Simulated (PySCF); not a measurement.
# A diatomic session: CsBi

One job finds the state of CsBi, follows it along the bond with each method and fits the curves.

The runs use PySCF 2.14.0; Cs def2-SVP with ECP46, Bi def2-SVP with ECP60, scalar-relativistic core potentials.

1 further run of the same task is left out (it didn't finish).

## 1. Input

A driver script around PySCF takes these settings:

```yaml
atoms: Cs, Bi
charge: 0
basis: Cs def2-SVP with ECP46, Bi def2-SVP with ECP60
Hamiltonian: scalar-relativistic core potentials
basis_functions: 50
electrons_treated: 32
masses_in_u: 132.9054, 208.9804
levels: PBE0, PBE, r²SCAN, r²SCANh, PW91, TPSSh, HSE06, HF, MP2, SCS-MP2
grid: 80 radial by 434 angular points
occupations: held fixed by the projection of orbital angular momentum
dissociation_limit: Cs + Bi, each in its ground configuration
starting_distance_in_angstrom: 3.665
values_of_2S_to_try: 0, 2, 4
```

The run is started by

```
$ OMP_NUM_THREADS=1 python dia.py task.json out
```

The runs that follow: The PBE0 curve of the state that the search chose; Higher solutions at PBE0; PBE; r²SCAN (meta-GGA); r²SCANh (hybrid meta-GGA); PW91 (GGA); TPSSh (hybrid meta-GGA); HSE06 (range-separated hybrid); ROHF (mean field).

Q: Predict the outcome of this session. Wanted: for each run, Re; ωe; De; μ.

**Answer**, as computed:

Lowest PBE0 solution found, without spin–orbit coupling: ³Σ⁻ (triplet), unpaired electrons π ↑↑. State 2 has its PBE0 minimum 0.31 eV higher, as a spin-mixed determinant (⟨S²⟩ = 1.00), so this is no gap between pure states. State 3 has its PBE0 minimum 0.37 eV higher. State 4 has its PBE0 minimum 0.66 eV higher, as a spin-mixed determinant (⟨S²⟩ = 1.00), so this is no gap between pure states. The other levels ran on the lowest alone.

| level | Re (Å) | ωe (cm⁻¹) | De (eV) | μ (D) |
| --- | --- | --- | --- | --- |
| ROHF | 3.832 | 78.1 | 0.066 | -12.35 |
| ROHF-MP2 | 3.766 | 81.1 | 0.55 | n/a |
| ROHF-SCS-MP2 | 3.783 | 79.8 | 0.54 | n/a |
| PBE | 3.757 | 74.8 | 1.13 | -8.23 |
| PW91 | 3.748 | 75.9 | 1.18 | -8.35 |
| r²SCAN | 3.774 | 75.2 | 1.04 | -9.58 |
| TPSSh | 3.756 | 76.9 | 1.18 | -9.56 |
| r²SCANh | 3.764 | 76.4 | 1.02 | -9.90 |
| PBE0 | 3.736 | 78.1 | 1.04 | -9.50 |
| HSE06 | 3.741 | 77.9 | 1.10 | -9.35 |

De is counted to Cs + Bi in their ground configurations. A positive dipole means Cs(−)Bi(+).

What this shows: Bond lengths run from 3.736 Å (PBE0) to 3.832 Å (ROHF). Among the levels with a De in the table, it runs from 0.066 eV (ROHF) to 1.18 eV (TPSSh).

Correlated steps freeze 4 core orbitals. These are scalar-relativistic numbers at best; spin–orbit coupling would shift them, the dissociation energy most. With spin–orbit coupling the term label itself may not hold.
